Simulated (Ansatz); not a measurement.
# H8OSi3: the cost of one run

Method: RKS B3LYP-D4/6-31G*, in Ansatz 0.2.0.

## 1. Starting point

Bond lengths: Si1–O2 1.680 Å, O2–Si3 1.680 Å, Si3–H4 1.460 Å, Si3–H5 1.460 Å, Si3–H6 1.460 Å, Si1–H7 1.460 Å, Si1–Si8 2.218 Å, Si8–H9 1.460 Å, Si8–H10 1.460 Å, Si8–H11 1.460 Å, Si1–H12 1.459 Å. Angles (14 of 19 angles, heavy atoms first): Si1–O2–Si3 125.0°, O2–Si1–Si8 109.5°, O2–Si1–H7 109.5°, O2–Si1–H12 109.5°, H7–Si1–Si8 109.5°, Si8–Si1–H12 109.5°, O2–Si3–H4 109.5°, O2–Si3–H5 109.5°, O2–Si3–H6 109.5°, Si1–Si8–H9 109.5°, Si1–Si8–H10 109.5°, Si1–Si8–H11 109.5°, H7–Si1–H12 109.5°, H4–Si3–H5 109.4°.

Coordinates:

```xyz
12

Si    0.0000    0.0000    0.0000
O     0.0000    0.0000    1.6800
Si   -1.3147   -0.4067    2.6436
H    -2.2390   -1.2403    1.8804
H    -0.8506   -1.1432    3.8157
H    -1.9987    0.8095    3.0733
H     1.3768    0.0000   -0.4862
Si   -1.0456    1.8115   -0.7393
H    -2.4302    1.4780   -1.0607
H    -1.0215    2.8436    0.2931
H    -0.3743    2.3069   -1.9374
H    -0.6877   -1.1914   -0.4862
```

## 2. Relaxing the start

input.yaml reads:

```yaml
crystal:
  periodic: [false, false, false]
  atoms:
    - { symbol: Si, position_ang: [0.0, 0.0, 0.0] }
    - { symbol: O, position_ang: [0.0, 0.0, 1.68] }
    - { symbol: Si, position_ang: [-1.3147, -0.4067, 2.6436] }
    - { symbol: H, position_ang: [-2.239, -1.2403, 1.8804] }
    - { symbol: H, position_ang: [-0.8506, -1.1432, 3.8157] }
    - { symbol: H, position_ang: [-1.9987, 0.8095, 3.0733] }
    - { symbol: H, position_ang: [1.3768, 0.0, -0.4862] }
    - { symbol: Si, position_ang: [-1.0456, 1.8115, -0.7393] }
    - { symbol: H, position_ang: [-2.4302, 1.478, -1.0607] }
    - { symbol: H, position_ang: [-1.0215, 2.8436, 0.2931] }
    - { symbol: H, position_ang: [-0.3743, 2.3069, -1.9374] }
    - { symbol: H, position_ang: [-0.6877, -1.1914, -0.4862] }
basis:
  gaussian: { orbitals: "6-31G*" }
hamiltonian:
  xc: b3lyp
  dispersion: d4
relax:
  f_tol: 0.02
  max_steps: 40
```

Launch:

```sh
$ ansatz run input.yaml --threads 1 --pin off --max-ram 2048MiB --backend cpu --events-out ev --progress --plain --runs-dir out
```

**Question.** How long does this run take on 1 thread of Arm Neoverse V2, shared host, and how much memory does it need?

About 83 s, with a peak of 0.19 GiB.
